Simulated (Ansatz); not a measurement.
# Ti2O: the cost of one run

Method: DFT r2SCAN, scalar-relativistic, plane waves, PAW, in Ansatz 0.2.0.

2 further runs of the same task are left out: 2 set aside as unsound or not needed.

**1. The starting structure**

The structure is trigonal, space group P-3m1 (No. 164). Conventional cell: a = 2.951 Å, b = 2.951 Å, c = 4.814 Å, α = 90.00°, β = 90.00°, γ = 120.00°. Around Ti (site symmetry 3m) lie 3 O at 2.14 Å. Around O (site symmetry -3m) lie 6 Ti at 2.14 Å.

As a file:

```cif
data_structure
_symmetry_space_group_name_H-M 'P 1'
_symmetry_Int_Tables_number 1
_cell_length_a 2.9514
_cell_length_b 2.9514
_cell_length_c 4.8140
_cell_angle_alpha 90.000
_cell_angle_beta 90.000
_cell_angle_gamma 120.000
_cell_volume 36.32
loop_
_atom_site_label
_atom_site_type_symbol
_atom_site_fract_x
_atom_site_fract_y
_atom_site_fract_z
_atom_site_occupancy
Ti1 Ti 0.66667 0.33333 0.26889 1
Ti2 Ti 0.33333 0.66667 0.73111 1
O1 O 0.00000 0.00000 0.00000 1
```

It is the result of an earlier relaxation at this level (volume 12.11 Å³/atom; gap on the mesh: none (metal)).

**2. Zero of energy**

The reference gives a free energy of -5580.7009 eV, pressure 0.01 GPa, largest force 0.000 eV/Å and gap on the mesh none (metal). It was computed beforehand with the settings of the runs below.

**3. Breaking the symmetry**

All atoms moved at random, sigma 0.05 Å a component, cell strained at random, sigma 0.03. Displacements in the unstrained cell, with the mean shift removed:

| atom | ux (Å) | uy (Å) | uz (Å) |
| --- | --- | --- | --- |
| Ti1 | 0.010 | -0.021 | -0.002 |
| Ti2 | 0.017 | 0.022 | 0.004 |
| O3 | -0.028 | -0.001 | -0.002 |

Strain (xx, yy, zz, yz, xz, xy; engineering shear): (0.0015, -0.0001, -0.0108, 0.0069, 0.0015, 0.0765).

**4. The disturbed cell, one point**

The input, input.yaml:

```yaml
crystal:
  lattice:
    - [2.9559883559, 0.112919693, 0.0021834051]
    - [-1.3802028552, 2.4993225891, 0.0077681201]
    - [0.0035612923, 0.0166865937, 4.7622219084]
  atoms:
    - { symbol: Ti, position: [0.6661172544, 0.325300075, 0.2685585866] }
    - { symbol: Ti, position: [0.3434369573, 0.6751441241, 0.7319460973] }
    - { symbol: O, position: [-0.0095542117, -0.0004441991, -0.0005046839] }
basis:
  ecutwfc: 500
kpoints:
  mp_grid: { grid: [12, 12, 8] }
hamiltonian:
  xc: r2scan
scf:
  occupations: { method: gaussian, width: 0.15 }
output:
  forces: true
  stress: true
  eigenvalues: true
```

Command:

```
> ansatz run input.yaml --threads 2 --pin off --max-ram 5120MiB --backend cpu --events-out ev --progress --plain --runs-dir out
```

Q: Estimate wall time and peak memory on 2 threads of Intel Xeon 6975P-C (Granite Rapids), shared host.

About 18 s, with a peak of 0.9 GiB.
